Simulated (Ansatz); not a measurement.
# CH₃F₃HfSe: how energies converge with the basis set

An exercise on one series of results from a longer session: the logs are not shown, and one member is left open.

Computed with Ansatz 0.2.0, Gaussian basis. Level: one geometry, several basis sets.

Plan: PBE0-D4/def2-SVP; ωB97M-V/def2-SVP; PBE0-D4/def2-QZVPP; ωB97M-V/def2-QZVPP; the functionals' def2-TZVPP values are taken from earlier runs.

### The relaxed structure

An earlier PBE0-D4 in a triple-zeta def2 set relaxation fixed the geometry. Hf takes the def2 core potential; no spin-orbit term is included.

SMILES `C[Se][Hf]([F])([F])[F]`, 9 atoms, charge 0, spin multiplicity 1.

Atoms are counted from 1 here; the program's logs count them from 0.

Bond lengths: C1–Se2 1.977 Å, C1–H7 1.088 Å, C1–H8 1.088 Å, C1–H9 1.089 Å, Se2–Hf3 2.557 Å, Hf3–F4 1.899 Å, Hf3–F5 1.895 Å, Hf3–F6 1.899 Å. Angles: Se2–C1–H7 110.3°, Se2–C1–H8 105.9°, Se2–C1–H9 111.1°, H7–C1–H8 109.5°, H7–C1–H9 111.0°, H8–C1–H9 108.9°, C1–Se2–Hf3 93.0°, Se2–Hf3–F4 108.4°, Se2–Hf3–F5 108.6°, Se2–Hf3–F6 107.9°, F4–Hf3–F5 112.0°, F4–Hf3–F6 107.3°, F5–Hf3–F6 112.4°.

Set-up of the first run:

in.yaml

```yaml
crystal:
  periodic: [false, false, false]
  atoms:
    - {symbol: C, position_ang: [-0.063150, -1.284766, 1.084489]}
    - {symbol: Se, position_ang: [1.500897, -0.615935, 0.077917]}
    - {symbol: Hf, position_ang: [0.147558, 1.227835, -1.064636]}
    - {symbol: F, position_ang: [-1.252318, 0.416678, -2.058304]}
    - {symbol: F, position_ang: [1.310575, 2.236508, -2.169128]}
    - {symbol: F, position_ang: [-0.659862, 2.284977, 0.290717]}
    - {symbol: H, position_ang: [-0.763537, -1.773524, 0.410915]}
    - {symbol: H, position_ang: [0.327440, -2.011900, 1.793339]}
    - {symbol: H, position_ang: [-0.547613, -0.479873, 1.634681]}
basis:
  gaussian: {orbitals: def2-SVP}
hamiltonian: {xc: pbe0, dispersion: d4}
output: {orbitals: {seedname: orbitals}}
```

On the command line:

```
$ ansatz run in.yaml --threads 4 --pin off --events-out ev --progress --plain --max-ram 11315MiB
```

Among the steps run: PBE0-D4 in def2-SVP; ωB97M-V in def2-SVP; PBE0-D4 in def2-QZVPP; ωB97M-V in def2-QZVPP.

One table of the session follows, with a row left open; its other results are not shown here.

It belongs to the step «Functionals by basis». 

```
functional       basis  HOMO (eV)
   PBE0-D4    def2-SVP      -7.16
   PBE0-D4  def2-TZVPP          ?
   PBE0-D4  def2-QZVPP      -7.19
   ωB97M-V    def2-SVP      -9.23
   ωB97M-V  def2-TZVPP      -9.27
   ωB97M-V  def2-QZVPP      -9.28
```

**Question.** Estimate the row for PBE0-D4, def2-TZVPP.

**Answer.** HOMO (eV): -7.18. In the column «HOMO (eV)» it lies between PBE0-D4, def2-QZVPP (-7.19) and PBE0-D4, def2-SVP (-7.16).
